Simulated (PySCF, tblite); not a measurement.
# C₄H₈O₂Si₂: geometry, infrared bands and NMR shifts

What infrared bands and NMR shifts should C₄H₈O₂Si₂ (`O=C1OC[Si@H]1[SiH]1CC1`) show?

The runs use tblite 0.8.0 and PySCF 2.14.0, with density-fitted response routines of our own; the level of theory stands in each step. All values are computed, except where a source is named. Atoms count from 0, in the outputs and in this text.

### Step 1. Starting geometry

16 atoms, charge 0, multiplicity 1; geometry from: force field or distance geometry start.

Bonds of the start (Å): O0–C1 1.22, C1–O2 1.36, O2–C3 1.48, C3–Si4 1.86, Si4–Si5 2.21, Si5–C6 1.87, C6–C7 1.50, Si4–C1 1.77, C7–Si5 1.82, C3–H8 1.10, C3–H9 1.08, Si4–H10 1.50, Si5–H11 1.49, C6–H12 1.09, C6–H13 1.08, C7–H14 1.09, C7–H15 1.10.

### Step 2. Relaxing the molecule with GFN2-xTB

Job settings and geometry (Å):

```
{"job": {"kind": "relax", "xc": "GFN2-xTB", "basis": "xTB"}, "charge": 0, "multiplicity": 1}
O      2.469300     1.241100     2.153400
C      2.281900     0.841100     1.017000
O      3.128400     0.200000     0.166600
C      2.200800     0.072400    -0.974500
Si     0.831400     0.852000     0.009600
Si    -0.709500    -0.557200     0.735000
C     -2.111800    -0.812000    -0.478300
C     -2.465400    -0.066300     0.769100
H      2.079300    -0.988400    -1.242200
H      2.556100     0.626200    -1.828000
H      0.364700     2.165100    -0.548500
H     -0.355400    -1.879700     1.316700
H     -2.443400    -1.842000    -0.560100
H     -2.047300    -0.267000    -1.408100
H     -2.693900     0.996400     0.683700
H     -3.092800    -0.572700     1.512400
```

On the command line:

```bash
$ OMP_NUM_THREADS=1 python probes_run.py task.json out
```

This one command runs all jobs of the session in turn.

**Question.** This job is followed by: GFN2-xTB harmonic vibrations, gas phase; GIAO PBE0/pcSseg-1 NMR shielding, non-relativistic, gas phase. What will the session give for the following? strongest single infrared mode (GFN2-xTB); zero-point energy (GFN2-xTB); 13C shifts against TMS (PBE0/pcSseg-1); 1H shifts against TMS (PBE0/pcSseg-1); 17O shifts against H2O (PBE0/pcSseg-1); 29Si shifts against TMS (PBE0/pcSseg-1); surface potential, 1st and 99th percentile.

The runs gave:

```
                                 quantity                                               value
strongest single infrared mode (GFN2-xTB)                               1801 cm⁻¹, 533 km/mol
             zero-point energy (GFN2-xTB)                                       68.7 kcal/mol
   13C shifts against TMS (PBE0/pcSseg-1)                         180.1, 55.6, -1.6, -1.7 ppm
    1H shifts against TMS (PBE0/pcSseg-1)  5.53, 4.17, 4.01, 2.63, 0.95, 0.89, 0.58, 0.54 ppm
   17O shifts against H2O (PBE0/pcSseg-1)                                    523.3, 327.6 ppm
  29Si shifts against TMS (PBE0/pcSseg-1)                                     0.9, -177.7 ppm
    surface potential, 1st and 99th percentile                                  -1.83 V and 1.55 V
```

In words: Relaxing lowered the energy by 0.808 eV in 77 steps; the close pair that moved most is C1–Si4, from 1.766 to 1.940 Å. All 42 modes are real, so the xTB geometry is a minimum. The strongest single mode, at 1801 cm⁻¹, moves mainly C1 and O0. GFN2-xTB is a fitted tight-binding method: band positions and strengths are rough. Its intensities can rank the bands wrongly. At PBE0/pcSseg-1: Shielding is most anisotropic at O0 (span 706 ppm, paramagnetic term -587 ppm). By nearest atom (PBE0/pcSseg-1), the HOMO sits on O0 24 %; Si5 17 % and the LUMO on Si4 27 %; Si5 16 %.
